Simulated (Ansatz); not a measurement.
# As2: the cost of one run

Program: Ansatz 0.2.0, Gaussian basis. Level of theory: def2-QZVPP, all electrons in the functionals, frozen cores in the correlation of double hybrids and RPA. These are calculated values, not measurements.

Plan: PBE, BLYP, r2SCAN, B97M-V, PBE0, B3LYP, wB97M-V, B2PLYP, at charge 1, doublet; charge 1, quartet.

4 further runs of the same task are left out: 4 set aside as unsound or not needed.

## (1) The geometry

The geometry is a PBE0/def2-TZVP stationary point (not a proven minimum). No spin-orbit coupling is included. The filled d shell of As may be among the frozen orbitals whatever the setting's name suggests; the logs give the count.

2 atoms, charge 1, spin multiplicity 2.

Atoms are counted from 1 here; the program's logs count them from 0.

Bond lengths: As1–As2 2.186 Å.

Geometry (Å):

```xyz
2
charge 1, multiplicity 2
As    0.0000    0.0000    0.0000
As    0.0000    0.0000    2.1858
```

No dispersion term is added; B97M-V, wB97M-V hold VV10 nonlocal correlation. B3LYP takes the VWN-RPA correlation.

The geometry shown and the zero of energy belong to the point charge 1, doublet. The yardstick, RCCSD(T), and other wave-function levels (R restricted, U unrestricted, valence and pair active spaces) come from earlier runs.

## (2) PBE, charge 1, doublet

The input, in.yaml:

```yaml
crystal:
  periodic: [false, false, false]
  atoms:
    - {symbol: As, position_ang: [0.000000, 0.000000, 0.000000]}
    - {symbol: As, position_ang: [0.000000, 0.000000, 2.185800]}
basis:
  gaussian: {orbitals: "def2-QZVPP.json"}
total_charge: 1
magnetization: {spin_polarized: true, initial_magnetization: 1}
hamiltonian: {xc: {name: PBE}}
output: {orbitals: {seedname: orbitals}}
```

Started as:

```bash
> ansatz run in.yaml --threads 1 --pin off --events-out ev --progress --plain --max-ram 2393MiB
```

Q: Estimate wall time and peak memory on 1 thread of Arm Neoverse V1, shared host.

About 17 s, with a peak of 0.38 GiB.
